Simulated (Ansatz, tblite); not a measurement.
# B7P7 zinc blende off sphere (B₇P₇H₂₀): one state, many levels

One table from this session's results is given with a row withheld; the runs are named, their logs left out.

Program: Ansatz 0.2.0, Gaussian basis. Level of theory: as each input shows. These are calculated values, not measurements.

Plan: GFN1-xTB, GFN2-xTB, PBE-D4/def2-TZVP, r2SCAN-D4/def2-TZVP, PBE+5HF/def2-SVP, PBE+10HF/def2-SVP, PBE+15HF/def2-SVP, PBE+35HF/def2-SVP, PBE+50HF/def2-SVP, PBE-D4/def2-SVP, PBE0-D4/def2-SVP.

1 further run of the same task is left out (set aside as unsound or not needed).

### The structure

The singlet was relaxed beforehand with PBE-D4/def2-SVP.

34 atoms, charge 0, spin multiplicity 1.

Bond lengths: B1–P9 1.960 Å, B1–P10 1.964 Å, B1–H15 1.226 Å, B1–H16 1.226 Å, B2–P8 1.959 Å, B2–P11 1.959 Å, B2–P12 1.959 Å, B2–H17 1.219 Å, B3–P9 1.971 Å, B3–P11 1.939 Å, B3–P13 1.971 Å, B3–H18 1.221 Å, B4–P8 1.939 Å, B4–P9 1.971 Å, B4–P14 1.971 Å, B4–H19 1.221 Å, B5–P10 1.964 Å, B5–P14 1.960 Å and more. Angles: P9–B1–P10 104.2°, P9–B1–H15 106.8°, P9–B1–H16 106.7°, P10–B1–H15 111.2°, P10–B1–H16 111.2°, H15–B1–H16 115.8°, P8–B2–P11 105.7°, P8–B2–P12 105.7°, P8–B2–H17 113.0°, P11–B2–P12 105.7°, P11–B2–H17 113.0°, P12–B2–H17 113.0°, P9–B3–P11 109.3°, P9–B3–P13 105.8°, P9–B3–H18 111.1°, P11–B3–P13 109.3°, P11–B3–H18 110.1°, P13–B3–H18 111.1° and more.

PBE0-D4/def2-TZVP was run before; its log isn't repeated, and its numbers join the tables.

Set-up of the first run:

Tight binding, by tblite at 300 K electronic temperature and without a spin-polarisation term:

```python
tblite.interface.Calculator('GFN1-xTB', numbers, positions, charge=0, uhf=0).singlepoint()
```

Tight binding, by tblite at 300 K electronic temperature and without a spin-polarisation term:

```python
tblite.interface.Calculator('GFN2-xTB', numbers, positions, charge=0, uhf=0).singlepoint()
```

start.molden holds the orbitals of an earlier run on this state, given as this run's starting guess.

File in.yaml:

```yaml
crystal:
  periodic: [false, false, false]
  atoms:
    - {symbol: B, position_ang: [0.591956, -2.904719, 0.592345]}
    - {symbol: B, position_ang: [-1.724499, 1.727802, -1.722885]}
    - {symbol: B, position_ang: [0.599100, -0.601407, -1.697411]}
    - {symbol: B, position_ang: [-1.697009, -0.600242, 0.602459]}
    - {symbol: B, position_ang: [0.595900, -0.597275, 2.902805]}
    - {symbol: B, position_ang: [0.603039, 1.695675, 0.602332]}
    - {symbol: B, position_ang: [2.903338, -0.597025, 0.591552]}
    - {symbol: P, position_ang: [-2.755135, 0.550312, -0.544247]}
    - {symbol: P, position_ang: [-0.510238, -1.715231, -0.508366]}
    - {symbol: P, position_ang: [1.681358, -1.684133, 1.678936]}
    - {symbol: P, position_ang: [-0.548345, 0.548958, -2.754822]}
    - {symbol: P, position_ang: [-0.544247, 2.756384, -0.545188]}
    - {symbol: P, position_ang: [1.715056, 0.506539, -0.508905]}
    - {symbol: P, position_ang: [-0.506291, 0.507118, 1.716700]}
    - {symbol: H, position_ang: [1.288904, -3.554431, -0.178547]}
    - {symbol: H, position_ang: [-0.178217, -3.552813, 1.291603]}
    - {symbol: H, position_ang: [-2.428072, 2.432608, -2.425653]}
    - {symbol: H, position_ang: [1.289578, -1.292788, -2.428956]}
    - {symbol: H, position_ang: [-2.428251, -1.291066, 1.293826]}
    - {symbol: H, position_ang: [-0.174595, -1.295967, 3.551137]}
    - {symbol: H, position_ang: [1.295375, 0.171333, 3.552507]}
    - {symbol: H, position_ang: [1.296012, 2.425245, 1.293301]}
    - {symbol: H, position_ang: [3.551346, -1.295301, -0.179568]}
    - {symbol: H, position_ang: [3.553109, 0.172361, 1.290107]}
    - {symbol: H, position_ang: [-3.678991, -0.174557, -1.362572]}
    - {symbol: H, position_ang: [-3.674598, 1.370353, 0.184255]}
    - {symbol: H, position_ang: [-1.370412, -2.477163, -1.366693]}
    - {symbol: H, position_ang: [2.506438, -2.510285, 2.502623]}
    - {symbol: H, position_ang: [-1.368425, -0.175727, -3.677280]}
    - {symbol: H, position_ang: [0.179588, 1.368019, -3.675598]}
    - {symbol: H, position_ang: [0.184302, 3.676297, -1.364667]}
    - {symbol: H, position_ang: [-1.361307, 3.679963, 0.181478]}
    - {symbol: H, position_ang: [2.477865, 1.365273, -1.367919]}
    - {symbol: H, position_ang: [-1.363642, 1.365881, 2.481319]}
basis:
  gaussian: {orbitals: def2-TZVP, fitting: {mean_field: def2-universal-jkfit}, initial_orbitals: start.molden}
hamiltonian: {xc: pbe, dispersion: d4}
scf: {omitted_lower_state_checks: [starts]}
output: {forces: true, orbitals: {seedname: orbitals}}
```

Command:

```bash
$ ansatz run in.yaml --threads 2 --pin off --events-out ev --progress --plain --max-ram 32768MiB --backend cuda --devices 0, --max-vram 18GiB
```

Steps of the session up to this table: PBE-D4/def2-TZVP; r2SCAN-D4/def2-TZVP; PBE+5HF/def2-SVP; PBE+10HF/def2-SVP; PBE+15HF/def2-SVP; PBE+35HF/def2-SVP; PBE+50HF/def2-SVP; PBE-D4/def2-SVP; PBE0-D4/def2-SVP.

One of the session's tables, all rows but one given; the rest of the session is left out.

It belongs to the step «Binding energy». 

```
              level  binding an atom (eV)
    PBE-D4/def2-SVP                 3.573
   PBE-D4/def2-TZVP                 3.561
r2SCAN-D4/def2-TZVP                     ?
   PBE0-D4/def2-SVP                 3.547
  PBE0-D4/def2-TZVP                 3.533
```

**Question.** Estimate the row for r2SCAN-D4/def2-TZVP.

**Answer.** binding an atom (eV): 3.517. In the column «binding an atom (eV)» it is the lowest.

Limits of these values: Free atoms were run apart at each level; binding is atoms less cluster, divided by the number of atoms, without zero-point or spin-orbit terms.
